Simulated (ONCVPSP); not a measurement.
# An ONCV potential for Cu, from input to tests

Task: generate the file, and judge it by its errors in other configurations, its logarithmic derivatives, its ghosts and its cutoff.

Method: ONCVPSP 4.0.1.1 (patched build), LDA (Perdew-Wang 92), scalar-relativistic.

## (1) Settings

The settings as typed:

* element: copper (Cu, Z = 29)
* type: optimised norm-conserving Vanderbilt (ONCV)
* frozen core: [Ne]
* valence charge: 19
* reference configuration: 3s2 3p6 3d10 4s0.75 (charge +0.25)
* partial waves: 3s+4s: rc 1.05 bohr, ncon 5, nbas 8, qcut 14.5 1/bohr, 2 projectors; 3p: rc 0.85 bohr, ncon 4, nbas 9, qcut 14.6 1/bohr, 2 projectors, debl 1.4 Ha; 3d: rc 1.15 bohr, ncon 4, nbas 8, qcut 11.1 1/bohr, 2 projectors, debl 3.9 Ha
* local potential: polynomial inside 0.65 bohr (lpopt 5, dvloc0 0 Ha)
* core correction: Teter function, fcfact 5.75, rcfact 1.75

## (2) Generating the potential

The input, Cu.dat:

```
# ATOM AND REFERENCE CONFIGURATION
# atsym  z   nc   nv     iexc    psfile
  Cu 29.00    3    4  -001012      upf
#
#   n    l    f
    1    0    2.00
    2    0    2.00
    2    1    6.00
    3    0    2.00
    3    1    6.00
    3    2   10.00
    4    0    0.75
#
# PSEUDOPOTENTIAL AND OPTIMIZATION
# lmax
    2
#
#   l,   rc,      ep,       ncon, nbas, qcut
    0    1.05    0.00    5    8   14.50
    1    0.85    0.00    4    9   14.60
    2    1.15    0.00    4    8   11.10
#
# LOCAL POTENTIAL
# lloc, lpopt,  rc(5),   dvloc0
    4    5    0.65    0.00
#
# VANDERBILT-KLEINMAN-BYLANDER PROJECTORs
# l, nproj, debl
    0    2    3.00
    1    2    1.40
    2    2    3.90
#
# MODEL CORE CHARGE
# icmod, fcfact, rcfact
    3    5.75    1.75
#
# LOG DERIVATIVE ANALYSIS
# epsh1, epsh2, depsh
   -6.00    5.00    0.04
#
# OUTPUT GRID
# rlmax, drl
    6.00    0.01
#
# TEST CONFIGURATIONS
# ncnf
    4
# nvcnf
#   n    l    f
    4
    3    0    2.00
    3    1    6.00
    3    2   10.00
    4    0    1.00
#
    4
    3    0    2.00
    3    1    6.00
    3    2   10.00
    4    0    0.00
#
    4
    3    0    2.00
    3    1    6.00
    3    2    9.00
    4    0    0.00
#
    4
    3    0    2.00
    3    1    6.00
    3    2    8.00
    4    0    0.00
#
```

On the command line:

```sh
$ oncvpsp.x < Cu.dat > Cu.out
```

Q: Predict the outcome of this session. Wanted: cutoffs for 1 and 0.1 mHa per electron, occupied waves; bound ghosts; GHOST(+) flags; largest test error; largest phase difference near zero energy, channels read; rms error of d²Exc/dn², without and with the model core; projector energies reset by the program.

The runs gave:

| quantity | value |
| --- | --- |
| cutoffs for 1 and 0.1 mHa per electron, occupied waves | 74 Ha and 166 Ha |
| bound ghosts | none found |
| GHOST(+) flags | s at 766 eV |
| largest test error (AE − PS) | +32 meV, for 3s2 3p6 3d8 4s0 |
| largest phase difference near zero energy, channels read | 0.000 rad |
| rms error of d²Exc/dn², without and with the model core | 2.24 and 2.43 mHa |
| projector energies reset by the program | p: -2.721, 0.250 Ha |

In words: The worst unpolarised test, 3s2 3p6 3d8 4s0, is off by 32 meV on 68.1 eV; by total energies transferability rates as fair. That test lies far up in energy; among those under 40 eV, nearer to bonding, the largest error is 1.5 meV. The potential is very hard: the looser tolerance needs 74 Ha. At the looser tolerance the 3s wave is the slowest; 3p needs 62 Ha. No bound ghost shows below the valence levels. Near zero energy the phases of the channels with partial waves agree within 0.001 rad. The program also flags highly localised states, GHOST(+) (s). All of this concerns the isolated atom, not yet a solid.
